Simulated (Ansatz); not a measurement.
**ZrSnO4: the band gap up the ladder of functionals**

One table from this session's results is given with a row withheld; the runs are named, their logs left out.

Program: Ansatz 0.2.0. PAW datasets, plane waves. Spin-unpolarised throughout. Whether this structure exists isn't addressed.

## The structure to begin with

The cell was relaxed beforehand with r2SCAN.

The symmetry is Cmmm (No. 65, orthorhombic); conventional cell a = 6.799 Å, b = 6.866 Å, c = 3.218 Å, 12.52 Å³ an atom. Near Sn stand 6 O at 2.06–2.08 Å; near Zr stand 6 O at 2.09–2.11 Å; near O stand 1 Sn at 2.06 Å and 2 Zr at 2.09 Å; near O stand 2 Sn at 2.08 Å and 1 Zr at 2.11 Å.

Structure file:

Space group Cmmm (No. 65). a = 6.799 Å, b = 6.866 Å, c = 3.218 Å, α = 90.00°, β = 90.00°, γ = 90.00°
```json
{"atom": "Sn", "site": "2c", "symmetry": "mmm", "x": "0.5000", "y": "0.0000", "z": "0.5000"}
{"atom": "Zr", "site": "2a", "symmetry": "mmm", "x": "0.0000", "y": "0.0000", "z": "0.0000"}
{"atom": "O", "site": "4h", "symmetry": "2mm", "x": "0.1965", "y": "0.0000", "z": "0.5000"}
{"atom": "O", "site": "4i", "symmetry": "m2m", "x": "0.5000", "y": "0.8076", "z": "0.0000"}
```

The first run:

input.yaml reads:

```yaml
crystal:
  lattice:
    - [3.3993147357, -3.4331685779, 0.0]
    - [3.3993147357, 3.4331685779, 0.0]
    - [0.0, 0.0, 3.2179572751]
  atoms:
    - { symbol: Sn, position: [0.5, 0.5, 0.5] }
    - { symbol: Zr, position: [0.0, 0.0, 0.0] }
    - { symbol: O, position: [0.1965230306, 0.1965230306, 0.5] }
    - { symbol: O, position: [0.8034769694, 0.8034769694, 0.5] }
    - { symbol: O, position: [0.6924356546, 0.3075643454, 0.0] }
    - { symbol: O, position: [0.3075643454, 0.6924356546, 0.0] }
kpoints:
  mp_grid: { grid: [6, 6, 8] }
  band_path:
    path:
      - [[0.0, 0.0, 0.0], [-0.5, 0.5, 0.0], [-0.4950939011253, 0.5049060988747, 0.0]]
      - [[0.4950939011253, 0.4950939011253, 0.0], [0.0, 0.0, 0.0], [0.0, 0.0, 0.5], [0.4950939011253, 0.4950939011253, 0.5]]
      - [[-0.4950939011253, 0.5049060988747, 0.5], [-0.5, 0.5, 0.5], [-0.5, 0.5, 0.0]]
      - [[0.0, 0.0, 0.0], [-1.806434242372e-17, 0.5, 0.0], [-1.806434242372e-17, 0.5, 0.5], [0.0, 0.0, 0.5], [-0.5, 0.5, 0.5]]
    npoints: 10
hamiltonian:
  xc: pbe
scf:
  occupations: { method: fermi_dirac, width: 0.02 }
  n_extra_bands: 5
output:
  forces: true
  stress: true
  eigenvalues: true
```

Launch:

```bash
$ ansatz run input.yaml --threads 2 --pin off --max-ram 29491MiB --backend cpu --events-out ev --progress --plain --runs-dir out
```

Among the steps run: Band structure with PBE; r2SCAN; Single point with HSE06; Single point with PBE+SOC; Single point with PBE0.

One table of the session follows, with a row left open; its other results are not shown here.

| level | gap (eV) |
| --- | --- |
| PBE | ? |
| r2SCAN | 2.84 |
| HSE06 | 3.89 |
| PBE+SOC | 2.25 |
| PBE0 | 4.64 |

Estimate the missing values for PBE.

The run gave: gap (eV): 2.24. In the column «gap (eV)» it is the lowest.

Meshes: PBE 6×6×8, r2SCAN 6×6×8, HSE06 4×4×4, PBE+SOC 6×6×8, PBE0 4×4×4

What this shows: The gap runs from 2.24 eV (PBE) to 4.64 eV (PBE0). Against HSE06, PBE is short by 1.65 eV, at 58 % of it, and r2SCAN 73 %. PBE0 lies 0.75 eV above HSE06, which differs from it by screening the long-range exchange.

To keep in mind: Warnings in the runs' records: stress scf threshold loose, stress exchange threshold loose.
